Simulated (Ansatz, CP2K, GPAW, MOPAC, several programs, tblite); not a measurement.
## MoTe₂ (2H-MoS2 type) from semi-empirical methods to plane-wave DFT

MoTe₂ (2H-MoS2 type), relaxed with r2SCAN+rVV10 in Ansatz, was computed with several methods. Space group P6_3/mmc (No. 194), hexagonal; conventional cell a = 3.542 Å, c = 14.177 Å, 25.67 Å³ an atom. Mo has 6 Te at 2.72 Å; Te has 3 Mo at 2.72 Å. No spin polarisation and no zero-point or thermal motion.

```
Mo Te
1.0
     3.54213    0.00000    0.00000
    -1.77107    3.06758    0.00000
     0.00000    0.00000   14.17667
Mo Te
2 4
Direct
  0.33333 0.66667 0.25000
  0.66667 0.33333 0.75000
  0.66667 0.33333 0.37658
  0.66667 0.33333 0.12342
  0.33333 0.66667 0.87658
  0.33333 0.66667 0.62342
```

Gaps and times are for a single point on this cell; volume and bulk modulus come from each method's own relaxation or energy curve at fixed shape, which is too stiff where a cell has free coordinates or axes. Times are rough, from shared hosts (Arm Neoverse V2), and each method has its own mesh and cell size. A double dagger marks a value from a curve with shape and coordinates held. PM7 (MOPAC) and PM6 (MOPAC): levels, charges or heat of formation failed a check of plausibility, so no values are given. PM6 (MOPAC), PM7 (MOPAC), GFN1-xTB (tblite), GFN2-xTB (tblite) treat a cluster of cells at its zone centre, which samples few k points: where these miss a band edge, the gap comes out too large for that reason alone. Gaps from k meshes are read at a limited set of points (mesh, symmetry points, PBE's band edges), so each method's own least gap may be somewhat smaller. xTB and the PM methods were fitted mostly to molecules, and can miss a solid's gap by electronvolts. Minimal bases can be far off for gaps. Curves at held shape can't give the bulk modulus of a layered or molecular crystal, so none is listed. GLLB-SC's gap includes the derivative discontinuity. d marks a direct gap, i an indirect one (no mark: not told apart), a dash a value that wasn't computed or didn't pass its checks.

```tsv
method	kind	gap (eV)	own volume (Å³/atom)	bulk modulus (GPa)	atoms computed	processor time
light PBE (260 eV and a coarse mesh)	light plane-wave	0.78 i	–	–	6	2.3 s
GFN1-xTB (tblite)	tight binding	0.77	24.81‡	–	54	2.8 s
GFN2-xTB (tblite)	tight binding	0.61	24.71‡	–	54	4.1 s
PM7 (MOPAC)	semi-empirical	–	–	–	54	4.9 s
PM6 (MOPAC)	semi-empirical	–	–	–	54	11 s
PBE	semilocal	0.77 i	–	–	6	15 s
PBE/SZV (CP2K)	small basis	0.51 i	–	–	6	17 s
r2SCAN	semilocal	0.88 i	–	–	6	30 s
PBE/DZVP (CP2K)	small basis	0.76 i	26.72‡	–	6	57 s
GLLB-SC (GPAW)	model potential	1.24	–	–	6	2.2 min
```

Against r2SCAN (0.88 eV) and with closed or daggered gaps left aside, the nearest gap at the points sampled is that of light PBE (260 eV and a coarse mesh) (-0.10 eV) and the farthest that of PBE/SZV (CP2K) (-0.37 eV). r2SCAN is only a yardstick of convenience: semilocal gaps usually lie below measured ones, which GLLB-SC and hybrids aim to mend.

Spin-orbit coupling is left out, which matters wherever the heavy atoms make up the band edges.
